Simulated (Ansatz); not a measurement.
CoAu4 in Ansatz: the effect of strain

The system is CoAu4.

```
Au Co
1.0
     1.39466    0.80521   11.66605
    -1.39466    0.80521   11.66605
     0.00000   -1.61042   11.66605
Au Co
4 1
Direct
  0.60667 0.60667 0.60667
  0.20228 0.20228 0.20228
  0.79772 0.79772 0.79772
  0.39333 0.39333 0.39333
  0.00000 0.00000 0.00000
```

The cell comes from a database or a generator and needn't be the stable form of this composition.

Alike in all runs:

- Program: Ansatz 0.2.0
- Task: band structure
- Functional: PBEsol
- Potentials or basis: Ansatz PAW
- Cutoff: 420 eV (not typed: the program's choice for these potentials)
- k mesh: 9 × 9 × 9
- Occupations: fermi-dirac, width 0.05 eV
- Spin: collinear spin, ferromagnetic start
- Starting moments: [0.0, 0.0, 0.0, 0.0, 2.0] μB
- Kind of strain: biaxial
- Path: [["G", "L", "B1"], ["B", "Z", "G", "X"], ["Q", "F", "P1", "Z"], ["L", "P"]]
- Points for each segment of the path: 14

```csv
strain,pressure (GPa),moment (μB),largest force (eV/Å)
-0.04,2.9,1.87,0.09
-0.02,-4.6,1.87,0.05
-0.01,-7.6,1.86,0.04
0,?,?,?
0.01,-12.4,1.85,0.02
0.02,-14.3,1.84,0.02
0.04,-17.2,1.83,0.06
```

Q: What does the run with strain 0 give?

A: Pressure -10.2 GPa; moment 1.86 μB; largest force 0.02 eV/Å.

Worked out: A parabola through the other rows of the pressure, of slope -249 GPa per unit of strain there, gives -10.2 GPa, against the run's -10.2. A straight line through the other rows of the moment, of slope -0.548 μB per unit of strain, gives 1.85 μB, against the run's 1.86. A parabola through the other rows of the largest force, of slope -0.476 eV/Å per unit of strain there, gives 0.03 eV/Å, against the run's 0.02.

Caveats: the PAW data sets come from PBE, with cores solved anew for the run's functional, which leaves a small shift of forces and pressure.
